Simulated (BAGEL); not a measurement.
# HF/STO-3G (density fitting with qzvpp-jkfit) run of SiHOF3 (sif3oh)

Aim: the vertical ionisation energy of SiHOF3 (sif3oh) at HF/STO-3G (density fitting with qzvpp-jkfit), from 2 runs. 

The calculation is run with BAGEL 1.2.2.

1 further run of the same task is left out (set aside as unsound or not needed).

## Step 1: Starting point

SiHOF3: 6 atoms, total charge 0, spin state singlet. SMILES: `O[Si](F)(F)F`. The shape is that of a PBE0-D4/def2-TZVP optimisation.

Bond lengths: O1–Si2 1.604 Å, Si2–F3 1.572 Å, Si2–F4 1.572 Å, Si2–F5 1.565 Å, O1–H6 0.958 Å. Angles: O1–Si2–F3 112.4°, O1–Si2–F4 112.4°, O1–Si2–F5 107.6°, F3–Si2–F4 106.8°, F3–Si2–F5 108.8°, F4–Si2–F5 108.8°, Si2–O1–H6 120.4°.

## Step 2: The energy at HF/STO-3G (density fitting with qzvpp-jkfit)

The input, hf.json:

```json
{ "bagel" : [

{
  "title" : "molecule",
  "basis" : "sto-3g",
  "df_basis" : "qzvpp-jkfit",
  "angstrom" : "true",
  "geometry" : [
    { "atom" : "O", "xyz" : [   -0.219800,    0.531700,    1.122400 ] },
    { "atom" : "Si", "xyz" : [    0.217900,   -0.093400,   -0.288700 ] },
    { "atom" : "F", "xyz" : [   -0.639100,    0.464300,   -1.482900 ] },
    { "atom" : "F", "xyz" : [    0.075600,   -1.658700,   -0.320700 ] },
    { "atom" : "F", "xyz" : [    1.718500,    0.281100,   -0.527400 ] },
    { "atom" : "H", "xyz" : [   -1.111000,    0.410900,    1.451000 ] }
  ]
},
{
  "title" : "hf"
},
{
  "title" : "print",
  "file" : "orbitals.molden",
  "orbitals" : "true"
}

]}
```

Run with:

```console
$ BAGEL_NUM_THREADS=1 BAGEL hf.json > hf.out
```

The log of the run:

```text
* using 1 threads per process

  ===============================================================
  ===============================================================

  *** Geometry ***

  { "atom" : "O", "xyz" : [     -0.415362,      1.004767,      2.121029 ] },
  { "atom" : "Si", "xyz" : [      0.411771,     -0.176500,     -0.545564 ] },
  { "atom" : "F", "xyz" : [     -1.207724,      0.877400,     -2.802275 ] },
  { "atom" : "F", "xyz" : [      0.142863,     -3.134489,     -0.606035 ] },
  { "atom" : "F", "xyz" : [      3.247494,      0.531202,     -0.996642 ] },
  { "atom" : "H", "xyz" : [     -2.099486,      0.776488,      2.741993 ] },

  Number of auxiliary basis functions:      454

  Since a DF basis is specified, we compute 2- and 3-index integrals:
    o Being stored without compression. Storage requirement is 0.003 GB

  Number of basis functions:       30
  Number of electrons      :       50

    * METHOD: MOLECULE                             0.12

  *** RHF ***

  === Nuclear Repulsion ===
   271.0402966062

      * DIIS with orbital gradients will be used.

  === RHF iteration (sto-3g) ===
      0       -654.09967916          0.01915942           0.02
      1       -654.22241029          0.00295772           0.02
      2       -654.22555766          0.00083401           0.02
      3       -654.22596819          0.00016445           0.02
      4       -654.22598404          0.00003584           0.02
      5       -654.22598482          0.00000538           0.02
      6       -654.22598484          0.00000117           0.02
      7       -654.22598484          0.00000032           0.02
      8       -654.22598484          0.00000006           0.02
      9       -654.22598484          0.00000001           0.02
    * SCF iteration converged.

    * Permanent dipole moment:
           (    0.552407,     0.057863,    -0.234762) a.u.

    * METHOD: HF                                   0.24

    * METHOD: PRINT                                0.00

  ===============================================================
```

It took 0.52 s on 1 thread of Arm Neoverse V2, shared host; peak memory 0.083 GiB.

## Step 3: The doublet cation at the same level

The input, input.json:

```json
{ "bagel": [

{
  "title": "molecule",
  "basis": "sto-3g",
  "df_basis": "qzvpp-jkfit",
  "angstrom": true,
  "geometry": [
    { "atom": "O", "xyz": [      -0.219800,       0.531700,       1.122400 ] },
    { "atom": "Si", "xyz": [       0.217900,      -0.093400,      -0.288700 ] },
    { "atom": "F", "xyz": [      -0.639100,       0.464300,      -1.482900 ] },
    { "atom": "F", "xyz": [       0.075600,      -1.658700,      -0.320700 ] },
    { "atom": "F", "xyz": [       1.718500,       0.281100,      -0.527400 ] },
    { "atom": "H", "xyz": [      -1.111000,       0.410900,       1.451000 ] }
  ]
},

{
  "title": "uhf",
  "charge": 1,
  "nopen": 1
},

{
  "title": "print",
  "file": "orbitals.molden",
  "orbitals": true
}

]}
```

Run with:

```console
$ BAGEL_NUM_THREADS=1 BAGEL input.json > input.out
```

The log of the run:

```text
* using 1 threads per process

  ===============================================================
  ===============================================================

  *** Geometry ***

  { "atom" : "O", "xyz" : [     -0.415362,      1.004767,      2.121029 ] },
  { "atom" : "Si", "xyz" : [      0.411771,     -0.176500,     -0.545564 ] },
  { "atom" : "F", "xyz" : [     -1.207724,      0.877400,     -2.802275 ] },
  { "atom" : "F", "xyz" : [      0.142863,     -3.134489,     -0.606035 ] },
  { "atom" : "F", "xyz" : [      3.247494,      0.531202,     -0.996642 ] },
  { "atom" : "H", "xyz" : [     -2.099486,      0.776488,      2.741993 ] },

  Number of auxiliary basis functions:      454

  Since a DF basis is specified, we compute 2- and 3-index integrals:
    o Being stored without compression. Storage requirement is 0.003 GB

  Number of basis functions:       30
  Number of electrons      :       50

    * METHOD: MOLECULE                             0.12

  *** Open-shell HF ***

  === Nuclear Repulsion ===
   271.0402966062

      * DIIS with orbital gradients will be used.

  === UHF iteration (sto-3g) ===
      0       -653.73698672          0.04343744           0.03
      1       -653.91314620          0.01058213           0.04
      2       -653.92393734          0.00294312           0.03
      3       -653.92515098          0.00109204           0.04
      4       -653.92546059          0.00011665           0.04
      5       -653.92547201          0.00003418           0.03
      6       -653.92547440          0.00001442           0.03
      7       -653.92547520          0.00000466           0.03
      8       -653.92547534          0.00000126           0.04
      9       -653.92547535          0.00000065           0.03
     10       -653.92547536          0.00000037           0.04
     11       -653.92547536          0.00000018           0.03
     12       -653.92547536          0.00000008           0.03
     13       -653.92547536          0.00000007           0.03
     14       -653.92547536          0.00000006           0.03
     15       -653.92547536          0.00000005           0.03
     16       -653.92547536          0.00000003           0.03
     17       -653.92547536          0.00000002           0.03
     18       -653.92547536          0.00000001           0.04
    * SCF iteration converged.

    * S^2 (UHF) is 0.7549

    * Permanent dipole moment:
           (    1.442555,    -0.656139,    -2.086784) a.u.

    * METHOD: UHF                                  0.72

    * METHOD: PRINT                                0.00

  ===============================================================
```

It took 1 s on 1 thread of Arm Neoverse V2, shared host; peak memory 0.083 GiB.

## Step 4: Summary of results

Level: HF/STO-3G (density fitting with qzvpp-jkfit).

| quantity | value |
| --- | --- |
| singlet SiHOF3: total energy | -654.22598 Eh |
| singlet SiHOF3: dipole moment | 1.53 D |
| singlet SiHOF3: HOMO energy | -10.79 eV |
| singlet SiHOF3: LUMO energy | 12.10 eV |
| singlet SiHOF3: HOMO–LUMO gap | 22.89 eV |
| doublet cation: total energy | -653.92548 Eh |
| doublet cation: ⟨S²⟩ | 0.755 |
| vertical ionisation energy (to the doublet cation) | 8.177 eV |

In words: The vertical ionisation energy comes to 8.18 eV (789 kJ/mol). The negative HOMO energy of the first species, 10.79 eV, lies 2.61 eV above that difference. In a minimal basis such a difference can be off by several eV, whatever the method.
